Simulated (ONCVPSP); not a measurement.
# O: the cost of one run

The numbers are computed with ONCVPSP 4.0.1.1 (patched build) (LDA (Perdew-Wang 92), scalar-relativistic, spin-unpolarised reference atom).

## (1) The design

Typed settings, in words:

| Item | Value |
| --- | --- |
| element | oxygen (O, Z = 8) |
| type | optimised norm-conserving Vanderbilt (ONCV) |
| frozen core | [He] |
| valence charge | 6 |
| reference configuration | 2s1 2p5 |
| partial waves | 2s: rc 0.65 bohr, ncon 3, nbas 7, qcut 6.3 1/bohr, 1 projector; 2p: rc 1.70 bohr, ncon 4, nbas 8, qcut 4.6 1/bohr, 2 projectors, debl 0.7 Ha; d scattering state at 0.27 Ha: rc 1.60 bohr, ncon 3, nbas 6, qcut 4.1 1/bohr, 1 projector |
| local potential | polynomial inside 0.60 bohr (lpopt 4, dvloc0 0 Ha) |
| core correction | Teter function, fcfact 4.25, rcfact 1.1 |

An earlier all-electron run gives the scale for the radii.

All-electron outer shells of the reference configuration (LDA (PZ), scalar-relativistic, ld1.x):

```tsv
shell	level (eV)	outermost node (bohr)	outermost maximum (bohr)
1s	-511.50	–	0.13
2s	-24.21	0.28	0.88
2p	-9.60	–	0.82
```

## (2) Generation

Contents of O.dat:

```
# ATOM AND REFERENCE CONFIGURATION
# atsym  z   nc   nv     iexc    psfile
  O 8.00    1    2  -001012      upf
#
#   n    l    f
    1    0    2.00
    2    0    1.00
    2    1    5.00
#
# PSEUDOPOTENTIAL AND OPTIMIZATION
# lmax
    2
#
#   l,   rc,      ep,       ncon, nbas, qcut
    0    0.65    0.00    3    7    6.30
    1    1.70    0.00    4    8    4.60
    2    1.60    0.27    3    6    4.10
#
# LOCAL POTENTIAL
# lloc, lpopt,  rc(5),   dvloc0
    4    4    0.60    0.00
#
# VANDERBILT-KLEINMAN-BYLANDER PROJECTORs
# l, nproj, debl
    0    1    3.90
    1    2    0.70
    2    1    3.30
#
# MODEL CORE CHARGE
# icmod, fcfact, rcfact
    3    4.25    1.10
#
# LOG DERIVATIVE ANALYSIS
# epsh1, epsh2, depsh
   -2.00    5.00    0.02
#
# OUTPUT GRID
# rlmax, drl
    6.00    0.01
#
# TEST CONFIGURATIONS
# ncnf
    4
# nvcnf
#   n    l    f
    2
    2    0    2.00
    2    1    4.00
#
    2
    2    0    2.00
    2    1    3.00
#
    2
    2    0    2.00
    2    1    2.00
#
    2
    2    0    2.00
    2    1    1.00
#
```

Launch:

```sh
oncvpsp.x < O.dat > O.out
```

**Question.** How long does this run take on 1 thread of Neoverse-N1, shared host?

About 2.8 s.
